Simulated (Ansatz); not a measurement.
# CH6AlNSi: the cost of one run

The runs use Ansatz 0.2.0, Gaussian basis; the settings change from run to run.

### 1 The molecule

The geometry comes from an earlier relaxation with PBE0-D4 in a triple-zeta def2 set; it is a stationary point, not always the lowest conformer.

10 atoms, charge 0, spin multiplicity 1.

Atoms are counted from 1 here; the program's logs count them from 0.

Bond lengths: Si1–C2 1.853 Å, Si1–H5 1.491 Å, Si1–H6 1.495 Å, Si1–H7 1.495 Å, C2–N3 1.522 Å, C2–Al4 1.926 Å, C2–H8 1.095 Å, N3–Al4 1.718 Å, N3–H9 1.005 Å, Al4–H10 1.568 Å. Angles: C2–Si1–H5 111.0°, C2–Si1–H6 113.4°, C2–Si1–H7 109.4°, H5–Si1–H6 107.8°, H5–Si1–H7 108.3°, H6–Si1–H7 106.7°, Si1–C2–N3 116.7°, Si1–C2–Al4 120.3°, Si1–C2–H8 114.9°, N3–C2–Al4 58.4°, N3–C2–H8 114.5°, Al4–C2–H8 119.6°, C2–N3–Al4 72.7°, C2–N3–H9 120.3°, Al4–N3–H9 165.7°, C2–Al4–N3 49.0°, C2–Al4–H10 164.3°, N3–Al4–H10 146.7°.

### 2 SVWN5/x2c-TZVPPall

This run has atoms shaken by 0.03 Å, a grid of angular degree 11, high accuracy, the search for lower states set to full.

Input file in.yaml:

```yaml
crystal:
  periodic: [false, false, false]
  atoms:
    - {symbol: Si, position_ang: [-1.328648, 0.479604, -0.356362]}
    - {symbol: C, position_ang: [0.024994, -0.704651, 0.024494]}
    - {symbol: N, position_ang: [1.036898, -0.307036, 1.065096]}
    - {symbol: Al, position_ang: [1.791523, -0.179876, -0.383024]}
    - {symbol: H, position_ang: [-2.132741, 0.013753, -1.464641]}
    - {symbol: H, position_ang: [-2.236521, 0.676948, 0.823049]}
    - {symbol: H, position_ang: [-0.793927, 1.818788, -0.736596]}
    - {symbol: H, position_ang: [-0.242937, -1.755887, 0.096846]}
    - {symbol: H, position_ang: [0.679078, -0.186628, 2.062550]}
    - {symbol: H, position_ang: [3.249776, 0.063326, -1.125147]}
basis:
  gaussian: {orbitals: x2c-TZVPPall, final_grid: {core_spheres: 5, valence_spheres: 4, degree: 11}}
hamiltonian: {xc: {name: SVWN5}}
accuracy: high
scf: {lower_state_search: full}
output: {forces: true}
```

Launch:

```console
> ansatz run in.yaml --threads 2 --pin off --events-out ev --progress --plain --max-ram 4352MiB
```

What time and memory should one allow on 2 threads of Intel Xeon at 2.60GHz, shared host?

About 15 s, with a peak of 1.4 GiB.
